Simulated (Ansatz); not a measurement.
The same calculation of C₂H₇FSSi, SMILES CC(F)S[SiH3] as a Python script and as an input file (Ansatz 0.2.0, Python API).

Script `c2h7fssi.py`:
```python
import itertools

import ansatz
from ase import Atoms
from ase.data import atomic_numbers, covalent_radii
import numpy as np

BASIS_SET = "cc-pVDZ"
FUNCTIONAL = "b3lyp"

atoms = Atoms(["C", "C", "F", "S", "Si", "H", "H", "H", "H", "H", "H", "H"], positions=[
    (-1.1802, -0.543, 1.0829),
    (0.1367, -0.9957, 0.64),
    (1.061, -0.2458, 1.2451),
    (0.4377, -0.9326, -1.1549),
    (0.9137, 1.0814, -1.5518),
    (-1.3725, 0.5764, 0.8315),
    (-1.2975, -0.5817, 2.1629),
    (-1.9961, -1.0628, 0.6061),
    (0.277, -2.0105, 1.0134),
    (2.2497, 1.3715, -0.9316),
    (-0.1273, 1.9815, -0.9237),
    (0.9749, 1.3062, -2.9859),
])
molecule = ansatz.Crystal.molecule_from_ase(atoms)

setup = molecule.calculation().basis(gaussian=BASIS_SET).functional(FUNCTIONAL)
symbols = [site.symbol for site in molecule.cartesian_sites]
start = np.array([site.position_ang for site in molecule.cartesian_sites], dtype=float)
def progress(event):
    if event["event"] == "relax_step":
        row = event["data"]
        print(f"step {row['step']:3d}  E = {row['lagrangian_ev']:.6f} eV  largest force component {row['allowed_force_max_ev_ang']:.4f} eV/A")


r = setup.relax(force_tolerance=0.01).session().plan().execute(on_event=progress).report
end = np.array(r["positions_ang"])

print(f"E = {r['free_energy_ev']:.6f} eV = {r['free_energy_ev'] / 27.211386246:.7f} Ha")
print("converged:", r["converged"], " doubts:", r["published_state_doubts"] or "none")

radius = [covalent_radii[atomic_numbers[s]] for s in symbols]
span = lambda where, i, j: np.linalg.norm(where[i] - where[j])
bonded = [(i, j) for i, j in itertools.combinations(range(len(symbols)), 2) if min(span(start, i, j), span(end, i, j)) < 1.2 * (radius[i] + radius[j])]
print("pair        before    after (A)")
for i, j in bonded:
    print(f"{symbols[i]}{i}-{symbols[j]}{j}".ljust(10), f"{span(start, i, j):8.4f} {span(end, i, j):8.4f}")
for first, second in list(itertools.combinations(bonded, 2)):
    shared = set(first) & set(second)
    if shared and symbols[(j := shared.pop())] != "H":
        i, k = sorted((set(first) | set(second)) - {j})
        u, v = end[i] - end[j], end[k] - end[j]
        angle = np.degrees(np.arccos(np.clip(u @ v / np.linalg.norm(u) / np.linalg.norm(v), -1, 1)))
        print(f"final angle {symbols[i]}{i}-{symbols[j]}{j}-{symbols[k]}{k}: {angle:.2f} deg")
```

Output of `python c2h7fssi.py`:
```text
step   1  E = -23619.193710 eV  largest force component 3.0281 eV/A
step   2  E = -23619.491708 eV  largest force component 1.4481 eV/A
step   3  E = -23619.584105 eV  largest force component 0.3295 eV/A
step   4  E = -23619.590195 eV  largest force component 0.1079 eV/A
step   5  E = -23619.591758 eV  largest force component 0.0391 eV/A
step   6  E = -23619.592840 eV  largest force component 0.0569 eV/A
step   7  E = -23619.595186 eV  largest force component 0.0402 eV/A
step   8  E = -23619.595874 eV  largest force component 0.0450 eV/A
step   9  E = -23619.596141 eV  largest force component 0.0355 eV/A
step  10  E = -23619.596311 eV  largest force component 0.0157 eV/A
step  11  E = -23619.596364 eV  largest force component 0.0031 eV/A
E = -23619.596631 eV = -868.0041663 Ha
converged: True  doubts: none
pair        before    after (A)
C0-C1        1.4613   1.5135
C0-H5        1.1633   1.1004
C0-H6        1.0870   1.1025
C0-H7        1.0785   1.1000
C1-F2        1.3352   1.3976
C1-S3        1.8211   1.8593
C1-H8        1.0904   1.1015
S3-Si4       2.1072   2.1798
Si4-H9       1.5012   1.4913
Si4-H10      1.5127   1.4940
Si4-H11      1.4529   1.4935
final angle C1-C0-H5: 110.84 deg
final angle C1-C0-H6: 109.56 deg
final angle C1-C0-H7: 110.14 deg
final angle C0-C1-F2: 108.86 deg
final angle C0-C1-S3: 113.68 deg
final angle C0-C1-H8: 111.94 deg
final angle H5-C0-H6: 108.83 deg
final angle H5-C0-H7: 108.55 deg
final angle H6-C0-H7: 108.87 deg
final angle F2-C1-S3: 109.66 deg
final angle F2-C1-H8: 107.12 deg
final angle S3-C1-H8: 105.35 deg
final angle C1-S3-Si4: 99.78 deg
final angle S3-Si4-H9: 112.43 deg
final angle S3-Si4-H10: 111.49 deg
final angle S3-Si4-H11: 103.26 deg
final angle H9-Si4-H10: 109.83 deg
final angle H9-Si4-H11: 109.74 deg
final angle H10-Si4-H11: 109.89 deg
```

`input.yaml`:
```yaml
crystal:
  periodic: [false, false, false]
  atoms:
    - { symbol: C, position_ang: [-1.1802, -0.543, 1.0829] }
    - { symbol: C, position_ang: [0.1367, -0.9957, 0.64] }
    - { symbol: F, position_ang: [1.061, -0.2458, 1.2451] }
    - { symbol: S, position_ang: [0.4377, -0.9326, -1.1549] }
    - { symbol: Si, position_ang: [0.9137, 1.0814, -1.5518] }
    - { symbol: H, position_ang: [-1.3725, 0.5764, 0.8315] }
    - { symbol: H, position_ang: [-1.2975, -0.5817, 2.1629] }
    - { symbol: H, position_ang: [-1.9961, -1.0628, 0.6061] }
    - { symbol: H, position_ang: [0.277, -2.0105, 1.0134] }
    - { symbol: H, position_ang: [2.2497, 1.3715, -0.9316] }
    - { symbol: H, position_ang: [-0.1273, 1.9815, -0.9237] }
    - { symbol: H, position_ang: [0.9749, 1.3062, -2.9859] }
basis:
  gaussian:
    orbitals: cc-pVDZ
hamiltonian:
  xc: b3lyp
relax:
  f_tol: 0.01
```

Notes:
- Total energies depend on the basis set; only differences at equal settings carry meaning.
- The end point is the stationary point reached from this start; no frequency run checks that it is a minimum, and the basis set is modest.
- b3lyp holds the VWN-RPA fit, as in Gaussian; the form of ORCA and Turbomole is b3lyp5.
- Timing: 96 s on 1 thread of Arm Neoverse V1, with other jobs on the host, peak memory 0.34 GiB.
